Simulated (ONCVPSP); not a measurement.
# Pseudopotential generation for gallium: ONCV, PBE

Aim: build the potential from the settings below, then test how well it stands in for the atom: other configurations, scattering, ghost states and the plane-wave cutoff that it needs.

The numbers are computed with ONCVPSP 4.0.1.1 (patched build) (PBE, scalar-relativistic, spin-unpolarised reference atom).

## 1. Settings

Typed settings, in words:

```
element                 : gallium (Ga, Z = 31)
type                    : optimised norm-conserving Vanderbilt (ONCV)
frozen core             : [Ar]
valence charge          : 13
reference configuration : 3d10 4s2 4p1
partial waves           : 4s: rc 1.85 bohr, ncon 3, nbas 6, qcut 3.5 1/bohr, 2 projectors, debl 3.1 Ha; 4p: rc 1.40 bohr, ncon 4, nbas 7, qcut 6.2 1/bohr, local; 3d: rc 1.40 bohr, ncon 5, nbas 10, qcut 11.4 1/bohr, 2 projectors, debl 1.9 Ha
local potential         : the p channel
core correction         : Teter function fitted to the true core (icmod 2), fcfact 0.5
```

The nodes and maxima of the atom's own shells, from an earlier all-electron run, set the scale for the radii.

All-electron outer shells of the reference configuration (PBE, scalar-relativistic, ld1.x):

| shell | level (eV) | outermost node (bohr) | outermost maximum (bohr) |
| --- | --- | --- | --- |
| 3s | -148.13 | 0.27 | 0.56 |
| 3p | -98.86 | 0.24 | 0.56 |
| 3d | -19.15 | – | 0.53 |
| 4s | -8.95 | 0.81 | 1.90 |
| 4p | -2.58 | 0.87 | 2.53 |

## 2. The generation run

File Ga.dat:

```
# ATOM AND REFERENCE CONFIGURATION
# atsym  z   nc   nv     iexc    psfile
  Ga 31.00    5    3        4      upf
#
#   n    l    f
    1    0    2.00
    2    0    2.00
    2    1    6.00
    3    0    2.00
    3    1    6.00
    3    2   10.00
    4    0    2.00
    4    1    1.00
#
# PSEUDOPOTENTIAL AND OPTIMIZATION
# lmax
    2
#
#   l,   rc,      ep,       ncon, nbas, qcut
    0    1.85    0.00    3    6    3.50
    1    1.40    0.00    4    7    6.20
    2    1.40    0.00    5   10   11.40
#
# LOCAL POTENTIAL
# lloc, lpopt,  rc(5),   dvloc0
    1    5    1.40    0.00
#
# VANDERBILT-KLEINMAN-BYLANDER PROJECTORs
# l, nproj, debl
    0    2    3.10
    1    0    2.80
    2    2    1.90
#
# MODEL CORE CHARGE
# icmod, fcfact, rcfact
    2    0.50    0.75
#
# LOG DERIVATIVE ANALYSIS
# epsh1, epsh2, depsh
   -2.00    5.00    0.02
#
# OUTPUT GRID
# rlmax, drl
    6.00    0.01
#
# TEST CONFIGURATIONS
# ncnf
    4
# nvcnf
#   n    l    f
    3
    3    2   10.00
    4    0    2.00
    4    1    0.00
#
    3
    3    2   10.00
    4    0    1.00
    4    1    0.00
#
    3
    3    2   10.00
    4    0    0.00
    4    1    0.00
#
    3
    3    2   10.00
    4    0    1.00
    4    1    1.00
#
```

Run with:

```sh
$ oncvpsp.x < Ga.dat > Ga.out
```

Q: Predict the outcome of this session. Wanted: cutoffs for 1 and 0.1 mHa per electron, occupied waves; bound ghosts; GHOST(+) flags; largest test error; largest phase difference near zero energy, channels read; rms error of d²Exc/dn², without and with the model core.

**Answer**, as computed:

```
                                                quantity                                         value
  cutoffs for 1 and 0.1 mHa per electron, occupied waves                               56 Ha and 75 Ha
                                            bound ghosts                                s at -10.21 eV
                                          GHOST(+) flags                                    s at -7 eV
                            largest test error (AE − PS)  -6.2 meV, for 3d10 4s1 4p0 (1 test unsolved)
largest phase difference near zero energy, channels read                                     0.035 rad
 rms error of d²Exc/dn², without and with the model core                             5.34 and 1.43 mHa
```

**Reading.** A bound ghost (s) makes it unfit for use: electrons can fall into a state that the atom doesn't have. By total energies transferability is good where solved: the largest error is 6.2 meV on 26.8 eV, for 3d10 4s1 4p0. Atomic tests can pass in spite of a ghost, since they solve only for the levels asked. Of the tests 1 gave no usable energy difference, which is a warning in itself. The potential is hard: the looser tolerance needs 56 Ha. Of the channels read, p scatters worst near zero energy, by up to 0.03 rad. The pseudo curves have a pole with no partner nearby in the atom's: s at -0.77 Ha. The program also flags highly localised states, GHOST(+) (s).
